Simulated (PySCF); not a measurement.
# One shape, several levels: C3H6Sn (SMILES C#[C][SnH2][CH3])

Wanted: a comparison of 3 runs (PBE0/def2-SVP, wB97X/def2-TZVP, MP2/def2-SVP) of C3H6Sn. Input form: a Python script.

The results are computed with PySCF 2.14.0.

## (1) Starting point

The species is C3H6Sn (10 atoms), meant as a singlet with charge 0. As SMILES, `C#[C][SnH2][CH3]`. The shape is that of a PBE0-D4/def2-TZVP optimisation.

Bond lengths: C1–C2 1.207 Å, C2–Sn3 2.088 Å, Sn3–C4 2.133 Å, C1–H5 1.066 Å, Sn3–H6 1.706 Å, Sn3–H7 1.706 Å, C4–H8 1.090 Å, C4–H9 1.090 Å, C4–H10 1.090 Å. Some angles: C1–C2–Sn3 178.9°, C2–Sn3–C4 107.7°, C2–C1–H5 179.8°, C2–Sn3–H6 107.5°, C2–Sn3–H7 107.5°, C4–Sn3–H6 111.8°, C4–Sn3–H7 111.8°, Sn3–C4–H8 109.5°, Sn3–C4–H9 110.2°, Sn3–C4–H10 109.5°.

## (2) Energy and gradient at PBE0/def2-SVP (core potential) (run 1)

The input, job.py:

```python
# C#[C][SnH2][CH3]
import pyscf.grad
from pyscf import gto, dft

mol = gto.M(
    atom='''
C      2.524000    -0.118200    -1.254200
C      1.421600     0.218900    -0.896600
Sn    -0.488000     0.769500    -0.254800
C     -1.171600    -0.724600     1.104700
H      3.498000    -0.412500    -1.572500
H     -0.356900     2.296100     0.495100
H     -1.483700     0.872400    -1.636100
H     -1.203500    -1.689500     0.599400
H     -2.169100    -0.475900     1.467200
H     -0.487700    -0.787400     1.950700
''',
    verbose=4,
    spin=0,
    ecp={'Sn': 'def2-svp'},
    max_memory=1860,
    basis='def2-svp',
)

calc0 = dft.RKS(mol)
calc0.xc = 'pbe0'
calc0.conv_tol = 1e-10
calc0.grids.level = 5
calc0.kernel()
if not calc0.converged:
    calc0 = calc0.newton().run(calc0.mo_coeff, calc0.mo_occ)

energy = calc0.e_tot
print('Final energy', energy)
grad = calc0.Gradients().kernel()
dip = calc0.dip_moment()
pop, q = calc0.mulliken_pop()
```

Run with:

```console
$ OMP_NUM_THREADS=1 python job.py
```

Output:

```text
PySCF version 2.14.0

[... 81 lines left out ...]
converged SCF energy = -331.894893595519
Final energy -331.8948935955185
[... 12 lines left out ...]
Dipole moment(X, Y, Z, Debye): -0.56747, -0.48688,  0.62536
[... 109 lines left out ...]
charge of    9H =      0.08401
```

It took 41 s on 1 thread of Arm Neoverse V2, shared host; peak memory 0.97 GiB.

## (3) Energy and gradient at wB97X/def2-TZVP (core potential) (run 2)

The input, run.py:

```python
from pyscf import gto, dft

molecule = gto.Mole()
molecule.atom = '''
C    2.524000  -0.118200  -1.254200
C    1.421600   0.218900  -0.896600
Sn  -0.488000   0.769500  -0.254800
C   -1.171600  -0.724600   1.104700
H    3.498000  -0.412500  -1.572500
H   -0.356900   2.296100   0.495100
H   -1.483700   0.872400  -1.636100
H   -1.203500  -1.689500   0.599400
H   -2.169100  -0.475900   1.467200
H   -0.487700  -0.787400   1.950700
'''
molecule.basis = 'def2-tzvp'
molecule.verbose = 4
molecule.ecp = {'Sn': 'def2-svp'}
molecule.max_memory = 1860
molecule.build()

mf = dft.RKS(molecule, xc='wb97x')
mf.conv_tol = 1e-10
mf.grids.level = 5
mf.kernel()
if not mf.converged:
    mf = mf.newton().run(mf.mo_coeff, mf.mo_occ)

e_final = mf.e_tot
print(f'total energy: {e_final:.8f} hartree')
grad = mf.nuc_grad_method().kernel()
mf.analyze()
```

Run with:

```console
$ OMP_NUM_THREADS=1 python run.py
```

Output:

```text
PySCF version 2.14.0

[... 107 lines left out ...]
MO #4   energy= -5.20197745511972  occ= 2
[... 21 lines left out ...]
MO #26  energy= 0.0924681172711145 occ= 0
[... 21 lines left out ...]
MO #48  energy= 0.458809917906811  occ= 0
[... 21 lines left out ...]
MO #70  energy= 0.971265999653964  occ= 0
[... 21 lines left out ...]
MO #92  energy= 1.59820611667241   occ= 0
[... 21 lines left out ...]
MO #114 energy= 2.33690238878094   occ= 0
[... 21 lines left out ...]
MO #136 energy= 2.91233305705356   occ= 0
[... 21 lines left out ...]
MO #158 energy= 3.63081474085404   occ= 0
[... 22 lines left out ...]
WARN: Weak orthogonality for localized orbitals 6.866096926897694e-09
[... 193 lines left out ...]
Dipole moment(X, Y, Z, Debye): -0.52965, -0.47323,  0.59626
```

It took 3.5 min on 1 thread of Arm Neoverse V2, shared host; peak memory 2.5 GiB.

## (4) Energy and forces at MP2/def2-SVP (core potential) (run 3)

The input, job.py:

```python
# C#[C][SnH2][CH3]
from pyscf import gto, scf, mp

molecule = gto.M(
    atom='''
C      4.769669    -0.223366    -2.370095
C      2.686435     0.413661    -1.694328
Sn    -0.922186     1.454144    -0.481502
C     -2.214003    -1.369296     2.087580
H      6.610262    -0.779512    -2.971594
H     -0.674443     4.339000     0.935603
H     -2.803787     1.648597    -3.091781
H     -2.274285    -3.192692     1.132702
H     -4.099005    -0.899321     2.772606
H     -0.921619    -1.487970     3.686289
''',
    unit='bohr',
    ecp={'Sn': 'def2-svp'},
    max_memory=1860,
    basis='def2-svp',
    verbose=4,
)

mf = scf.RHF(molecule)
mf.conv_tol = 1e-10
mf.kernel()
if not mf.converged:
    mf = mf.newton().run(mf.mo_coeff, mf.mo_occ)

pt = mp.MP2(mf, frozen=7).run()
e_tot = pt.e_tot
print('E(%s) = %.9f' % ('MP2', e_tot))
grad = pt.nuc_grad_method().kernel()
mf.analyze()
```

Run with:

```console
$ OMP_NUM_THREADS=1 python job.py
```

Output:

```text
PySCF version 2.14.0

[... 68 lines left out ...]
converged SCF energy = -330.268457283952
[... 32 lines left out ...]
MO #7   energy= -4.05530091579885  occ= 2
[... 12 lines left out ...]
MO #20  energy= -0.451075019926728 occ= 2
[... 12 lines left out ...]
MO #33  energy= 0.26255504927955   occ= 0
[... 12 lines left out ...]
MO #46  energy= 0.752680539602002  occ= 0
[... 12 lines left out ...]
MO #59  energy= 1.17791104489491   occ= 0
[... 12 lines left out ...]
MO #72  energy= 1.89699129337444   occ= 0
[... 12 lines left out ...]
MO #85  energy= 2.50923937905376   occ= 0
[... 12 lines left out ...]
MO #98  energy= 52.6975646016471   occ= 0
[... 111 lines left out ...]
Dipole moment(X, Y, Z, Debye): -0.45269, -0.47898,  0.55941
```

Run time: 15 s. Hardware: 1 thread of Arm Neoverse V2, shared host; peak memory 0.88 GiB.

## (5) The series

| run | level | integration grid | frozen core orbitals | energy (Eh) | dipole moment (D) of the reference | HOMO energy (eV) | LUMO energy (eV) | wall time |
| --- | --- | --- | --- | --- | --- | --- | --- | --- |
| 1 | PBE0/def2-SVP (core potential) | 5 | – | -331.894894 | 0.97 | -7.81 | 0.33 | 41 s |
| 2 | wB97X/def2-TZVP (core potential) | 5 | – | -332.194785 | 0.93 | -10.26 | 1.90 | 3.5 min |
| 3 | MP2/def2-SVP (core potential) | – | 7 | -330.780540 | 0.86 | -10.52 | 3.36 | 15 s |

## (6) Summary of results

| quantity | value |
| --- | --- |
| run 3: total energy | -330.78054 Eh |
| run 3: dipole moment (Hartree–Fock density) | 0.86 D |
| run 3: HOMO energy (Hartree–Fock orbitals) | -10.52 eV |
| run 3: LUMO energy (Hartree–Fock orbitals) | 3.36 eV |
| run 3: HOMO–LUMO gap (Hartree–Fock orbitals) | 13.89 eV |
| run 3: correlation energy (7 core orbitals frozen) | -512.1 mEh |
| run 3: largest force on an atom | 2.429 eV/Å |

What this shows: Totals of different functionals can't be ranked against each other. All runs together took 4.5 min, the longest 3.5 min.
